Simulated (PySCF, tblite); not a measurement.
# C₅H₆N₂O₂S: geometry, infrared bands and NMR shifts

Wanted: the infrared bands and NMR shifts of C₅H₆N₂O₂S (`COC(=O)c1nnc(C)s1`), by calculation.

Programs: tblite 0.8.0 and PySCF 2.14.0, with density-fitted response routines of our own. Each step states its level of theory. These are calculated values for one molecule in the gas phase, unless marked as measured. Atoms count from 0, in the outputs and in this text.

## 1. The starting structure

16 atoms, charge 0, multiplicity 1; geometry from: force field or distance geometry start.

Bonds of the start (Å): C0–O1 1.42, O1–C2 1.39, C2–O3 1.22, C2–C4 1.44, C4–N5 1.33, N5–N6 1.39, N6–C7 1.33, C7–C8 1.48, C7–S9 1.72, S9–C4 1.71, C0–H10 1.10, C0–H11 1.10, C0–H12 1.09, C8–H13 1.09, C8–H14 1.09, C8–H15 1.10.

## 2. Optimising the geometry with GFN2-xTB

Job settings and geometry (Å):

```
{"job": {"kind": "relax", "xc": "GFN2-xTB", "basis": "xTB"}, "charge": 0, "multiplicity": 1}
C     -3.691400    -0.051300    -0.124800
O     -2.322800    -0.062800    -0.488600
C     -1.450800     0.030600     0.585200
O     -1.832500     0.141500     1.739400
C     -0.088800     0.004100     0.128100
N      0.276000    -0.103100    -1.143900
N      1.655700    -0.099500    -1.287200
C      2.280200     0.010100    -0.122700
C      3.752300     0.031200     0.051400
S      1.217300     0.114400     1.230600
H     -3.960900     0.895000     0.362100
H     -3.945400    -0.901100     0.524200
H     -4.292200    -0.133700    -1.032300
H      4.069300     0.971000     0.514800
H      4.248000    -0.038100    -0.916200
H      4.078500    -0.799400     0.686600
```

Run with:

```sh
$ OMP_NUM_THREADS=1 python probes_run.py task.json out
```

This one command runs all jobs of the session in turn.

**Question.** This job is followed by: GFN2-xTB harmonic vibrations, gas phase; GIAO PBE0/pcSseg-1 NMR shielding, non-relativistic, gas phase. What will the session give for the following? strongest single infrared mode (GFN2-xTB); zero-point energy (GFN2-xTB); ¹³C shifts against TMS (PBE0/pcSseg-1); ¹H shifts against TMS (PBE0/pcSseg-1, means over atoms taken as alike); ¹⁷O shifts against H2O (PBE0/pcSseg-1); ¹⁵N shifts against NH3 (PBE0/pcSseg-1); ³³S shifts against CS2 (PBE0/pcSseg-1); surface potential, 1st and 99th percentile.

As calculated:

| quantity | value |
| --- | --- |
| strongest single infrared mode (GFN2-xTB) | 1740 cm⁻¹, 306 km/mol |
| zero-point energy (GFN2-xTB) | 68.9 kcal/mol |
| ¹³C shifts against TMS (PBE0/pcSseg-1) | 175.4, 168.0, 167.6, 54.9, 18.9 ppm |
| ¹H shifts against TMS (PBE0/pcSseg-1, means over atoms taken as alike) | 4.19, 3.00 ppm |
| ¹⁷O shifts against H2O (PBE0/pcSseg-1) | 441.8, 188.0 ppm |
| ¹⁵N shifts against NH3 (PBE0/pcSseg-1) | 433.0, 402.8 ppm |
| ³³S shifts against CS2 (PBE0/pcSseg-1) | 317 ppm |
| surface potential, 1st and 99th percentile | -1.80 V and 1.21 V |

What this shows: Relaxing lowered the energy by 0.318 eV in 27 steps; the close pair that moved most is N5–N6, from 1.387 to 1.313 Å. All 42 modes are real, so the xTB geometry is a minimum. The strongest single mode, at 1740 cm⁻¹, moves mainly C2 and O3. GFN2-xTB is a fitted tight-binding method: band positions and strengths are rough. Its intensities can rank the bands wrongly. H10, H11, H12 (mean) (hydrogen on a methyl carbon bonded to O) lies farthest downfield among hydrogen, at 4.19 ppm; its carbon carries O, which withdraws density. NICS(1)zz of -25 ppm above the planar ring from C4 marks a diatropic (aromatic) ring current. By nearest atom (PBE0/pcSseg-1), the HOMO sits on N5, N6 about 37 % each; S9 8 % and the LUMO on C4, C7 about 17 % each; N5 16 %.
